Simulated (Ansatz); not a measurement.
# MgO (Periclase): the cost of one run

All numbers are computed with Ansatz 0.2.0, driven from Python. Level of theory: DFT PBEsol, plane waves, PAW.

The COD entry's cell or inner coordinates are ideal or old and differ from later refinements, so a difference from it is no clean test against experiment.

## (1) The structure

It takes space group Fm-3m (No. 225, cubic). Conventional cell: a = 4.217 Å, b = 4.217 Å, c = 4.217 Å, α = 90.00°, β = 90.00°, γ = 90.00°. Mg (site symmetry m-3m) has 6 O at 2.11 Å as nearest neighbours. O (site symmetry m-3m) has 6 Mg at 2.11 Å as nearest neighbours.

The script holds or builds the structure itself.

## (2) The script

File mgo.py:

```python
"""Zone-centre and zone-boundary phonons of MgO by linear response."""

from pathlib import Path

import ansatz as az
import numpy as np

params = {
    "smearing": "Fixed",
    "functional": "pbesol",
    "kmesh": (8, 8, 8),
}

vectors = np.array([
    [0.0, 2.1085, 2.1085],
    [2.1085, 0.0, 2.1085],
    [2.1085, 2.1085, 0.0],
])
system = (
    az.Lattice.of(vectors)
    .atom("Mg", [0.0, 0.0, 0.0])
    .atom("O", [0.5, 0.5, 0.5])
)

job = (
    system.calculation()
    .occupations(params["smearing"])
    .functional(params["functional"])
    .kpoints(*params["kmesh"])
    .phonons("dfpt", points=[(0, 0, 0), (0.5, 0, 0), (0.5, 0, 0.5)])
)
out = job.run(threads=1, pin="off", runs_dir="runs")
ph = out.phonons

for q in ph.qpoints:
    thz = np.asarray(q.omega_inv_cm) / 33.35641
    print("q = ({:.2f}, {:.2f}, {:.2f})".format(*q.q_frac), np.round(thz, 2) + 0.0, "THz")
```

## (3) Running it

Run with:

```sh
python mgo.py
```

**Question.** How long does this script take on 1 thread of Intel Xeon 6975P-C (Granite Rapids), shared host, and how much memory does it need?

About 8.1 s, with a peak of 0.52 GiB.
